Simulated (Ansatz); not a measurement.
# BH7OSSi2: how energies converge with the basis set

The task here is to estimate one member of a computed series from the others.

Computed with Ansatz 0.2.0, Gaussian basis. Level: one geometry, several basis sets.

The runs, in order: PBE0-D4/def2-SVP; ωB97M-V/def2-SVP; PBE0-D4/def2-QZVPP; ωB97M-V/def2-QZVPP; the functionals' def2-TZVPP values are taken from earlier runs.

**Structure used throughout**

All runs share one geometry, relaxed beforehand with PBE0-D4 in a triple-zeta def2 set.

SMILES `[SiH3]O[SiH2]BS`, 12 atoms, charge 0, spin multiplicity 1.

Atoms are counted from 1 here; the program's logs count them from 0.

Bond lengths: Si1–O2 1.637 Å, Si1–H6 1.487 Å, Si1–H7 1.483 Å, Si1–H8 1.487 Å, O2–Si3 1.651 Å, Si3–B4 1.999 Å, Si3–H9 1.492 Å, Si3–H10 1.492 Å, B4–S5 1.760 Å, B4–H11 1.194 Å, S5–H12 1.348 Å. Angles: O2–Si1–H6 110.4°, O2–Si1–H7 107.8°, O2–Si1–H8 110.4°, H6–Si1–H7 109.6°, H6–Si1–H8 109.0°, H7–Si1–H8 109.6°, Si1–O2–Si3 142.0°, O2–Si3–B4 108.2°, O2–Si3–H9 109.1°, O2–Si3–H10 109.1°, B4–Si3–H9 111.6°, B4–Si3–H10 111.6°, H9–Si3–H10 107.3°, Si3–B4–S5 120.4°, Si3–B4–H11 124.4°, S5–B4–H11 115.2°, B4–S5–H12 98.7°.

The first run:

Contents of in.yaml:

```yaml
crystal:
  periodic: [false, false, false]
  atoms:
    - {symbol: Si, position_ang: [-1.232624, 0.661499, 1.737748]}
    - {symbol: O, position_ang: [-0.384547, 0.140005, 0.438451]}
    - {symbol: Si, position_ang: [1.085497, 0.283331, -0.298925]}
    - {symbol: B, position_ang: [1.087565, -0.885312, -1.921020]}
    - {symbol: S, position_ang: [-0.334609, -1.834272, -2.336942]}
    - {symbol: H, position_ang: [-1.404678, 2.137156, 1.685801]}
    - {symbol: H, position_ang: [-2.562003, 0.003921, 1.705685]}
    - {symbol: H, position_ang: [-0.527233, 0.300375, 2.995543]}
    - {symbol: H, position_ang: [2.154285, -0.112258, 0.664026]}
    - {symbol: H, position_ang: [1.315906, 1.714180, -0.653223]}
    - {symbol: H, position_ang: [2.012758, -1.001006, -2.666962]}
    - {symbol: H, position_ang: [-1.133418, -1.462717, -1.316284]}
basis:
  gaussian: {orbitals: def2-SVP}
hamiltonian: {xc: pbe0, dispersion: d4}
output: {orbitals: {seedname: orbitals}}
```

Run with:

```
$ ansatz run in.yaml --threads 4 --pin off --events-out ev --progress --plain --max-ram 10444MiB
```

Steps of the session up to this table: PBE0-D4 in def2-SVP; ωB97M-V in def2-SVP; PBE0-D4 in def2-QZVPP; ωB97M-V in def2-QZVPP.

One table of the session follows, with a row left open; its other results are not shown here.

It belongs to the step «Density functionals: the series». 

| functional | basis | HOMO (eV) | LUMO (eV) |
| --- | --- | --- | --- |
| PBE0-D4 | def2-SVP | -8.01 | -1.66 |
| PBE0-D4 | def2-TZVPP | -8.05 | -1.81 |
| PBE0-D4 | def2-QZVPP | -8.06 | -1.84 |
| ωB97M-V | def2-SVP | -10.11 | 0.41 |
| ωB97M-V | def2-TZVPP | -10.19 | 0.18 |
| ωB97M-V | def2-QZVPP | ? | ? |

Q: Estimate the row for ωB97M-V, def2-QZVPP from the others.

The run gave: HOMO (eV): -10.20; LUMO (eV): 0.12. In the column «HOMO (eV)» it is the lowest.
